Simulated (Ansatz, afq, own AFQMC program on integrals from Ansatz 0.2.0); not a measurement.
# Ge₂H₃ (doublet): quantum Monte Carlo beside coupled cluster at distance Ge1–Ge2 = 2.405 Å, cc-pVDZ

How near does AFQMC come to the top of the ladder for Ge₂H₃ (doublet)?

Method: cc-pVDZ, frozen cores; program: Ansatz 0.2.0, Gaussian basis, and an in-house AFQMC program (afq) on its integrals; all values are calculated.

To be run: PBE (unrestricted); r2SCAN (unrestricted); PBE0 (unrestricted); B3LYP (unrestricted); wB97M-V (unrestricted); B2PLYP (unrestricted); CCSD(T) on UHF; Phaseless AFQMC, CISD trial on UHF; Phaseless AFQMC, single-determinant trial on UHF; Free-projection AFQMC, CISD trial on UHF.

2 further runs of the same task are left out: 2 that didn't finish.

## 1. The system

The geometry derives from a PBE0/def2-TZVP stationary point (not a proven minimum). One bond is set to the value named and the two fragments are kept rigid. No spin-orbit coupling is included. The filled d shell of Ge may be among the frozen orbitals whatever the setting's name suggests; the logs give the count.

5 atoms, charge 0, spin multiplicity 2.

Atoms are counted from 1 here; the program's logs count them from 0.

Bond lengths: Ge1–Ge2 2.405 Å, Ge1–H3 1.548 Å, Ge1–H4 1.548 Å, Ge2–H5 1.595 Å. Angles: Ge2–Ge1–H3 130.0°, Ge2–Ge1–H4 123.8°, H3–Ge1–H4 106.2°, Ge1–Ge2–H5 87.5°.

## 2. PBE (unrestricted)

in.yaml

```yaml
crystal:
  periodic: [false, false, false]
  atoms:
    - {symbol: Ge, position_ang: [0.000000, 0.013184, 1.181237]}
    - {symbol: Ge, position_ang: [0.000000, -0.034339, -1.223364]}
    - {symbol: H, position_ang: [0.000000, 1.219299, 2.151804]}
    - {symbol: H, position_ang: [0.000000, -1.255242, 2.068613]}
    - {symbol: H, position_ang: [0.000000, 1.560523, -1.184463]}
basis:
  gaussian: {orbitals: cc-pVDZ}
magnetization: {spin_polarized: true, initial_magnetization: 1}
hamiltonian: {xc: {name: PBE}}
output: {orbitals: {seedname: orbitals}}
```

Command:

```sh
> ansatz run in.yaml --threads 1 --pin off --events-out ev --progress --plain --max-ram 1382MiB
```

Log:

```text
Functional definition: PBE
  name "PBE"
  cite "Perdew, Burke & Ernzerhof, Phys. Rev. Lett. 77, 3865 (1996) doi:10.1103/PhysRevLett.77.3865"
  parent pbe
  parameter kappa = 0.804
  parameter beta = 0.06672455060314922
  exchange = pbe_x(kappa = kappa, mu = beta*pi^2/3)
  correlation = pbe_c(beta = beta)
924 factors; their error is unknown
mean field evaluation 1: about -113063.9941 eV, gradient 9.6e0 eV
mean field evaluation 2: about -113064.3962 eV, gradient 6.0e0 eV
mean field evaluation 4: about -113064.7037 eV, gradient 3.5e-1 eV
mean field evaluation 8: about -113064.6940 eV, gradient 8.6e-2 eV
mean field evaluation 16: about -113064.6941 eV, gradient 2.0e-5 eV
mean field -113064.69413124 eV, -4155.0508713207 hartree, gradient 2.0e-5 eV, S^2 0.752426; 3 other end points of the search recorded, 0 dependent functions left out
reference -113064.69416453 eV, -4155.0508725442 hartree; 34, 33 occupied and 35, 36 virtual orbitals, 924 factors
Total energy: -113064.69416453 eV, -4155.0508725442 hartree
```

Wall time 2.6 s (1 thread of Intel Xeon 6975P-C (Granite Rapids), shared host).

From the report: ⟨S²⟩ of the determinant 0.752 (pure doublet: 0.75).

## 3. r2SCAN (unrestricted)

in.yaml, as its differences from that of step 2:

```diff
@@ -11,3 +11,2 @@
 magnetization: {spin_polarized: true, initial_magnetization: 1}
-hamiltonian: {xc: {name: PBE}}
-output: {orbitals: {seedname: orbitals}}
+hamiltonian: {xc: {name: r2SCAN}}
```

Launched as before.

Log (excerpt; [...] marks lines left out):

```text
Functional definition: r2SCAN
  name "r2SCAN"
  cite "Furness, Kaplan, Ning, Perdew & Sun, J. Phys. Chem. Lett. 11, 8208 (2020) doi:10.1021/acs.jpclett.0c02405"
  cite "Furness, Kaplan, Ning, Perdew & Sun, J. Phys. Chem. Lett. 11, 9248 (2020) doi:10.1021/acs.jpclett.0c03077"
  parent r2scan
[...]
924 factors; their error is unknown
[...]
mean field -113081.26546930 eV, -4155.6598567621 hartree, gradient 4.0e-5 eV, S^2 0.755702; 4 other end points of the search recorded, 0 dependent functions left out
reference -113081.26548011 eV, -4155.6598571593 hartree; 34, 33 occupied and 35, 36 virtual orbitals, 924 factors
Total energy: -113081.26548011 eV, -4155.6598571593 hartree
```

Run time: 7.5 s. Hardware: 1 thread of Intel Xeon 6975P-C (Granite Rapids), shared host.

From the report: ⟨S²⟩ of the determinant 0.756 (pure doublet: 0.75).

## 4. PBE0 (unrestricted)

in.yaml, as its differences from that of step 3:

```diff
@@ -11,2 +11,3 @@
 magnetization: {spin_polarized: true, initial_magnetization: 1}
-hamiltonian: {xc: {name: r2SCAN}}
+hamiltonian: {xc: {name: PBE0}}
+output: {orbitals: {seedname: orbitals}}
```

Same command.

Log:

```text
Functional definition: PBE0
  name "PBE0"
  cite "Adamo & Barone, J. Chem. Phys. 110, 6158 (1999) doi:10.1063/1.478522"
  cite "Perdew, Burke & Ernzerhof, Phys. Rev. Lett. 77, 3865 (1996) doi:10.1103/PhysRevLett.77.3865"
  parent pbe
  parameter a = 0.25
  parameter kappa = 0.804
  parameter beta = 0.06672455060314922
  exchange = (1 - a)*pbe_x(kappa = kappa, mu = beta*pi^2/3) + a*exact_x
  correlation = pbe_c(beta = beta)
785 factors; integrals over basis functions are off by at most 1.2e-3 eV
mean field evaluation 1: about -113067.3461 eV, gradient 6.0e0 eV
mean field evaluation 2: about -113067.5699 eV, gradient 2.7e0 eV
mean field evaluation 4: about -113067.6255 eV, gradient 8.6e-1 eV
mean field evaluation 8: about -113067.6494 eV, gradient 5.5e-2 eV
mean field evaluation 16: about -113067.6494 eV, gradient 7.5e-5 eV
mean field -113067.64940634 eV, -4155.1594756774 hartree, gradient 7.5e-5 eV, S^2 0.753480; 1 other end points of the search recorded, 0 dependent functions left out
reference -113067.64943144 eV, -4155.1594765999 hartree; 34, 33 occupied and 35, 36 virtual orbitals, 785 factors
Total energy: -113067.64943144 eV, -4155.1594765999 hartree
```

It took 2.6 s on 1 thread of Intel Xeon 6975P-C (Granite Rapids), shared host.

From the report: ⟨S²⟩ of the determinant 0.753 (pure doublet: 0.75).

## 5. B3LYP (unrestricted)

in.yaml, as its differences from that of step 4:

```diff
@@ -11,3 +11,2 @@
 magnetization: {spin_polarized: true, initial_magnetization: 1}
-hamiltonian: {xc: {name: PBE0}}
-output: {orbitals: {seedname: orbitals}}
+hamiltonian: {xc: {name: B3LYP}}
```

The command is unchanged.

Log (excerpt; [...] marks lines left out):

```text
Functional definition: B3LYP
  name "B3LYP"
  cite "Stephens, Devlin, Chabalowski & Frisch, J. Phys. Chem. 98, 11623 (1994) doi:10.1021/j100096a001"
  cite "Becke, Phys. Rev. A 38, 3098 (1988) doi:10.1103/PhysRevA.38.3098"
  cite "Lee, Yang & Parr, Phys. Rev. B 37, 785 (1988) doi:10.1103/PhysRevB.37.785"
  cite "Vosko, Wilk & Nusair, Can. J. Phys. 58, 1200 (1980) doi:10.1139/p80-159"
[...]
785 factors; integrals over basis functions are off by at most 1.2e-3 eV
[...]
mean field -113084.63735562 eV, -4155.7837712989 hartree, gradient 7.2e-5 eV, S^2 0.752046; 1 other end points of the search recorded, 0 dependent functions left out
reference -113084.63758270 eV, -4155.7837796438 hartree; 34, 33 occupied and 35, 36 virtual orbitals, 785 factors
Total energy: -113084.63758270 eV, -4155.7837796438 hartree
```

Run time: 2.4 s. Hardware: 1 thread of Intel Xeon 6975P-C (Granite Rapids), shared host.

From the report: ⟨S²⟩ of the determinant 0.752 (pure doublet: 0.75).

## 6. wB97M-V (unrestricted)

in.yaml, as its differences from that of step 5:

```diff
@@ -11,2 +11,3 @@
 magnetization: {spin_polarized: true, initial_magnetization: 1}
-hamiltonian: {xc: {name: B3LYP}}
+hamiltonian: {xc: {name: wB97M-V}}
+output: {orbitals: {seedname: orbitals}}
```

Launched as before.

Log (excerpt; [...] marks lines left out):

```text
Functional definition: wB97M-V
  name "wB97M-V"
  cite "Mardirossian & Head-Gordon, J. Chem. Phys. 144, 214110 (2016) doi:10.1063/1.4952647"
  cite "Becke, J. Chem. Phys. 107, 8554 (1997) doi:10.1063/1.475007"
  cite "Vydrov & Van Voorhis, J. Chem. Phys. 133, 244103 (2010) doi:10.1063/1.3521275"
  # Of w^i u^j: cxij and so on, Table III.
[...]
  gx(w, u) = 1 - cx + cx01*u + cx10*w
  gss(w, u) = css00 + css04*u^4 + css10*w + css20*w^2 + css43*w^4*u^3
  gos(w, u) = cos00 + cos10*w + (cos20 + cos21*u)*w^2 + (cos60 + cos61*u)*w^6
[...]
      + integral(e_c_pw_mod_opposite_spin*gos(b97_w_opposite, b97_u_opposite)) + vv10(b, c)
785 factors; integrals over basis functions are off by at most 1.2e-3 eV
220 factors; integrals over basis functions are off by at most 3.4e-6 eV
[...]
mean field -113075.31312941 eV, -4155.4411123056 hartree, gradient 7.7e-5 eV, S^2 0.752158; 1 other end points of the search recorded, 0 dependent functions left out
reference -113075.31316595 eV, -4155.4411136487 hartree; 34, 33 occupied and 35, 36 virtual orbitals, 785 factors
Total energy: -113075.31316595 eV, -4155.4411136487 hartree
```

Wall time 9 s (1 thread of Intel Xeon 6975P-C (Granite Rapids), shared host); peak memory 0.38 GiB.

From the report: ⟨S²⟩ of the determinant 0.752 (pure doublet: 0.75).

## 7. B2PLYP (unrestricted)

in.yaml, as its differences from that of step 6:

```diff
@@ -11,3 +11,3 @@
 magnetization: {spin_polarized: true, initial_magnetization: 1}
-hamiltonian: {xc: {name: wB97M-V}}
-output: {orbitals: {seedname: orbitals}}
+hamiltonian: {xc: {name: B2PLYP}}
+correlation: {electrons: outside_noble_gas}
```

The command is unchanged.

Log (excerpt; [...] marks lines left out):

```text
Functional definition: B2PLYP
  name "B2PLYP"
  cite "Grimme, J. Chem. Phys. 124, 034108 (2006) doi:10.1063/1.2148954"
  cite "Becke, Phys. Rev. A 38, 3098 (1988) doi:10.1103/PhysRevA.38.3098"
  cite "Lee, Yang & Parr, Phys. Rev. B 37, 785 (1988) doi:10.1103/PhysRevB.37.785"
[...]
785 factors; integrals over basis functions are off by at most 1.2e-3 eV
[...]
mean field -113057.44418943 eV, -4154.7844408734 hartree, gradient 4.1e-6 eV, S^2 0.754289; 2 other end points of the search recorded, 0 dependent functions left out
28 core orbitals not correlated: weight in the atoms' cores, before any rotation towards them, 0.999 or more for the frozen orbitals, at most 0.001 for the correlated occupied ones
reference -113057.44433503 eV, -4154.7844462244 hartree; 6, 5 occupied and 35, 36 virtual orbitals, 785 factors
second order -5.66359816 eV of doubles, -0.00000000 eV of singles
Total energy: -113058.97350654 eV, -4154.8406422406 hartree
```

It took 3.3 s on 1 thread of Intel Xeon 6975P-C (Granite Rapids), shared host; peak memory 0.25 GiB.

From the report: ⟨S²⟩ of the determinant 0.754 (pure doublet: 0.75).

## 8. CCSD(T) on UHF

in.yaml, as its differences from that of step 7:

```diff
@@ -11,3 +11,2 @@
 magnetization: {spin_polarized: true, initial_magnetization: 1}
-hamiltonian: {xc: {name: B2PLYP}}
-correlation: {electrons: outside_noble_gas}
+correlation: {method: ccsd_t, electrons: outside_noble_gas, hamiltonian_folder: ham}
```

Same command.

Log (excerpt; [...] marks lines left out):

```text
Functional definition: HF
  name "HF"
  cite "Fock, Z. Phys. 61, 126 (1930) doi:10.1007/BF01340294"
  parent pbe
[...]
785 factors; integrals over basis functions are off by at most 1.2e-3 eV
[...]
mean field -112991.49336190 eV, -4152.3607926649 hartree, gradient 2.9e-6 eV, S^2 0.762882; 7 other end points of the search recorded, 0 dependent functions left out
determinant -112991.49336190 eV, -4152.3607926649 hartree, with singles and doubles -112996.97883289 eV, -4152.5623800054 hartree
determinant -112989.98979224 eV, -4152.3055374989 hartree, with singles and doubles -112995.59254736 eV, -4152.5114349519 hartree
determinant -112989.81346562 eV, -4152.2990576152 hartree, with singles and doubles -112995.70223511 eV, -4152.5154659026 hartree
determinant -112988.90051276 eV, -4152.2655072165 hartree, with singles and doubles -112994.16752040 eV, -4152.4590661770 hartree
determinant -112988.41317158 eV, -4152.2475977585 hartree, with singles and doubles -112994.18512496 eV, -4152.4597131327 hartree
determinant -112988.34161502 eV, -4152.2449681032 hartree, with singles and doubles -112993.99384928 eV, -4152.4526838812 hartree
28 core orbitals not correlated: weight in the atoms' cores, before any rotation towards them, 0.999 or more for the frozen orbitals, at most 0.000 for the correlated occupied ones
reference -112991.49336190 eV, -4152.3607926649 hartree; 6, 5 occupied and 35, 36 virtual orbitals, 785 factors
second order -4.40541609 eV of doubles, -0.00000000 eV of singles
cycle   1  -5.48544163 eV  change    2.9e-5 eV  update   9.4e-4
[...]
cycle   7  -5.48547921 eV  change   -2.0e-7 eV  update   3.5e-6
perturbative correction -0.16890855 eV, -0.0062072748 hartree
Total energy: -112997.14774966 eV, -4152.5685875825 hartree
```

Run time: 11 s. Hardware: 1 thread of Intel Xeon 6975P-C (Granite Rapids), shared host.

From the report: ⟨S²⟩ of the determinant 0.763 (pure doublet: 0.75); correlation -5.6544 eV; T1 0.018; largest double amplitude 0.06.

This run also writes the integrals to the folder ham.

## 9. Phaseless AFQMC, CISD trial on UHF

It reads the integrals that the CCSD(T) run on this determinant wrote.

Command:

```sh
> afq ham --method phaseless --trial cisd --walkers 60 --populations 1 --least-time 40 --time-step 0.005 --steps-per-block 50 --equilibration-blocks 28 --max-blocks 300 --target-error 0.0004 --factor-cut 1e-05 --start spin_pure --seed 5732 --release-times 0.24,0.51,0.99,1.62,2.4 --release-step 0.03 --release-every 4 --taylor-order 6
```

Log:

```text
orbitals 41  electrons 6 5  factors 343 of 785
reference energy -4152.36079266 Eh
CCSD correlation -0.20158738 Eh in 12 cycles, weight of the determinant in the CISD state 0.8628
energy of the start -4152.562002 Eh
 block  time / (1/Eh)  mean weight  energy / Eh
     1     0.250  0.9987  -4152.558844
     2     0.500  0.9976  -4152.558895
     3     0.750  1.0020  -4152.561174
     4     1.000  1.0008  -4152.562387
     5     1.250  1.0019  -4152.564674
     6     1.500  1.0003  -4152.565767
     7     1.750  1.0005  -4152.567540
     8     2.000  1.0013  -4152.572404
     9     2.250  0.9986  -4152.570413
    10     2.500  1.0006  -4152.570616
    11     2.750  1.0005  -4152.573139
    16     4.000  1.0002  -4152.569008
    21     5.250  0.9987  -4152.572526
    26     6.500  1.0006  -4152.565937
    31     7.750  1.0019  -4152.568198
    36     9.000  1.0003  -4152.577494
    41    10.250  1.0000  -4152.567216
    46    11.500  1.0012  -4152.567097
    51    12.750  1.0002  -4152.567574
    56    14.000  1.0007  -4152.567653
    61    15.250  1.0030  -4152.569383
    66    16.500  0.9974  -4152.570451
    71    17.750  0.9994  -4152.567364
    76    19.000  1.0003  -4152.568186
    81    20.250  0.9993  -4152.565646
    86    21.500  1.0011  -4152.565908
    91    22.750  1.0004  -4152.566508
    96    24.000  0.9999  -4152.567846
   101    25.250  0.9994  -4152.567953
   106    26.500  1.0004  -4152.570927
   111    27.750  1.0004  -4152.566945
   116    29.000  1.0018  -4152.572748
   121    30.250  1.0007  -4152.565438
   126    31.500  0.9997  -4152.570101
   131    32.750  1.0012  -4152.570577
   136    34.000  0.9996  -4152.571707
   141    35.250  0.9976  -4152.570043
   146    36.500  1.0003  -4152.569054
   151    37.750  0.9987  -4152.571258
   156    39.000  0.9983  -4152.567496
   161    40.250  1.0008  -4152.566386
   166    41.500  0.9997  -4152.569635
   171    42.750  1.0031  -4152.570871
   176    44.000  0.9996  -4152.565715
   181    45.250  0.9989  -4152.568304
   186    46.500  0.9996  -4152.568867
   191    47.750  1.0003  -4152.568973
   196    49.000  1.0021  -4152.571389
   201    50.250  1.0013  -4152.570964
   206    51.500  0.9997  -4152.572200
   211    52.750  0.9998  -4152.570241
   216    54.000  1.0000  -4152.565043
   221    55.250  0.9994  -4152.566021
   226    56.500  0.9999  -4152.564997
blocks merged  error / Eh  count
     1  0.000216  200
     2  0.000272  100
     4  0.000350  50
     8  0.000371  25
    16  0.000408  12
released: time / (1/Eh)  energy / Eh  error  mean overlap
  0.24  -4152.569722  0.000466  0.9907
  0.51  -4152.569921  0.000400  0.9900
  0.99  -4152.570034  0.000429  0.9972
  1.62  -4152.570198  0.000473  0.9842
  2.40  -4152.570952  0.000453  0.9618
energy -4152.569205 +/- 0.000371 Eh
```

Wall time 5.3 min (1 thread of Intel Xeon 6975P-C (Granite Rapids), shared host).

Energy -112997.1645 ± 0.0101 eV. Caveats: constraint bias not in the error.

## 10. Phaseless AFQMC, single-determinant trial on UHF

It reads the integrals that the CCSD(T) run on this determinant wrote.

Command:

```sh
> afq ham --method phaseless --trial hf --walkers 120 --populations 1 --least-time 40 --time-step 0.005 --steps-per-block 20 --equilibration-blocks 112 --max-blocks 600 --target-error 0.0012000000000000001 --factor-cut 1e-05 --start spin_pure --seed 3930 --taylor-order 6
```

Log:

```text
orbitals 41  electrons 6 5  factors 343 of 785
reference energy -4152.36079266 Eh
CCSD correlation -0.20158738 Eh in 12 cycles, weight of the determinant in the CISD state 0.8628
energy of the start -4152.360962 Eh
 block  time / (1/Eh)  mean weight  energy / Eh
     1     0.100  1.0010  -4152.391743
     2     0.200  1.0022  -4152.417868
     3     0.300  1.0019  -4152.439427
     4     0.400  1.0009  -4152.450213
     5     0.500  1.0018  -4152.470208
     6     0.600  1.0005  -4152.483647
     7     0.700  1.0001  -4152.492084
     8     0.800  0.9996  -4152.504818
     9     0.900  1.0004  -4152.511892
    10     1.000  1.0017  -4152.514830
    18     1.800  1.0014  -4152.549407
    35     3.500  1.0001  -4152.557464
    52     5.200  1.0011  -4152.569129
    69     6.900  1.0021  -4152.563881
    86     8.600  1.0005  -4152.563462
   103    10.300  1.0008  -4152.570764
   120    12.000  1.0010  -4152.569838
   137    13.700  0.9991  -4152.551484
   154    15.400  1.0009  -4152.555271
   171    17.100  1.0008  -4152.550865
   188    18.800  1.0003  -4152.576886
   205    20.500  1.0011  -4152.560100
   222    22.200  1.0011  -4152.574365
   239    23.900  0.9992  -4152.561150
   256    25.600  1.0003  -4152.562571
   273    27.300  1.0005  -4152.570289
   290    29.000  0.9995  -4152.572592
   307    30.700  0.9993  -4152.583625
   324    32.400  1.0007  -4152.568705
   341    34.100  0.9993  -4152.547229
   358    35.800  0.9997  -4152.559090
   375    37.500  0.9993  -4152.563634
   392    39.200  0.9979  -4152.556319
   409    40.900  1.0009  -4152.566285
   426    42.600  0.9999  -4152.583301
   443    44.300  1.0019  -4152.587368
   460    46.000  0.9999  -4152.568713
   477    47.700  1.0000  -4152.581770
   494    49.400  0.9991  -4152.589427
   511    51.100  0.9995  -4152.559718
   528    52.800  1.0006  -4152.571202
   545    54.500  0.9998  -4152.574690
   562    56.200  1.0001  -4152.563842
   579    57.900  0.9993  -4152.558832
   596    59.600  1.0007  -4152.560143
   613    61.300  1.0024  -4152.575876
   630    63.000  1.0006  -4152.545692
   647    64.700  1.0018  -4152.591616
   664    66.400  0.9986  -4152.558120
   681    68.100  1.0006  -4152.569002
   698    69.800  0.9986  -4152.577702
blocks merged  error / Eh  count
     1  0.000496  600
     2  0.000662  300
     4  0.000871  150
     8  0.001066  75
    16  0.001220  37
    32  0.001426  18
    64  0.001715  9
energy -4152.566240 +/- 0.001426 Eh
```

It took 3.9 min on 1 thread of Intel Xeon 6975P-C (Granite Rapids), shared host.

Energy -112997.0839 ± 0.0388 eV. Caveats: constraint bias not in the error. The error still grows with block length (0.0332 to 0.0467 eV), so the bar may be too small.

## 11. Free-projection AFQMC, CISD trial on UHF

It reads the integrals that the CCSD(T) run on this determinant wrote.

Command:

```sh
> afq ham --method free --trial cisd --walkers 60 --time-step 0.03 --max-blocks 80 --target-error 0.0004 --factor-cut 1e-05 --seed 4107 --times 0,0.21,0.42,0.81,1.2,1.8,2.4,3 --taylor-order 8
```

Log:

```text
orbitals 41  electrons 6 5  factors 343 of 785
reference energy -4152.36079266 Eh
CCSD correlation -0.20158738 Eh in 12 cycles, weight of the determinant in the CISD state 0.8628
repeat  energy at the last time / Eh  error
    10  -4152.569799  0.001196
    20  -4152.569919  0.000719
    30  -4152.569800  0.000531
    40  -4152.570152  0.000525
    50  -4152.570350  0.000461
    60  -4152.570333  0.000407
    70  -4152.570375  0.000367
time / (1/Eh)  energy / Eh  error  mean overlap
  0.00  -4152.562450  0.000122  1.1600
  0.21  -4152.564958  0.000154  1.1618
  0.42  -4152.566392  0.000183  1.1687
  0.81  -4152.568059  0.000194  1.1712
  1.20  -4152.569051  0.000240  1.1696
  1.80  -4152.569811  0.000284  1.1654
  2.40  -4152.569732  0.000288  1.1809
  3.00  -4152.570430  0.000369  1.1597
energy -4152.570430 +/- 0.000369 Eh
```

It took 4.4 min on 1 thread of Intel Xeon 6975P-C (Granite Rapids), shared host.

Energy -112997.1979 ± 0.0100 eV. Caveats: remainder of the start not in the error.

## 12. All levels side by side

On the UHF determinant, counted from CCSD(T) (a yardstick, not exact):

```
                                                             level   energy (eV)  from CCSD(T) (kJ/mol)  statistical error (kJ/mol)     time
                                                                HF  -112991.4934                 +545.6                                     
                                                               MP2  -112995.8988                 +120.5                                     
                                                              CCSD  -112996.9788                  +16.3                                     
                                                           CCSD(T)  -112997.1477                    0.0                                     
               Phaseless AFQMC, CISD trial, step 0.005, 60 walkers  -112997.1645                   -1.6                         1.0  5.3 min
Phaseless AFQMC, single-determinant trial, step 0.005, 120 walkers  -112997.0839                   +6.2                         3.7  3.9 min
          Free-projection AFQMC, CISD trial, step 0.03, 60 walkers  -112997.1979                   -4.8                         1.0  4.4 min
```

The functionals' totals stand on their own zeros and serve differences with other points: PBE -113064.694 eV; r2SCAN -113081.265 eV; PBE0 -113067.649 eV; B3LYP -113084.638 eV; wB97M-V -113075.313 eV; B2PLYP -113058.974 eV.

## 13. Results

```
                                                     quantity              value
              Phaseless AFQMC, CISD trial on UHF from CCSD(T)  -1.6 ± 1.0 kJ/mol
Phaseless AFQMC, single-determinant trial on UHF from CCSD(T)  +6.2 ± 3.7 kJ/mol
        Free-projection AFQMC, CISD trial on UHF from CCSD(T)  -4.8 ± 1.0 kJ/mol
```

What this shows: On UHF the phaseless walk with the CISD trial lies -1.6 kJ/mol from CCSD(T), within three error bars. Free projection has no constraint; at the last time it gives -4.8 ± 1.0 kJ/mol, and from a start that isn't spin pure other spins can mix in. Error bars are statistical and leave out the constraint, the time step and what remains of the start.
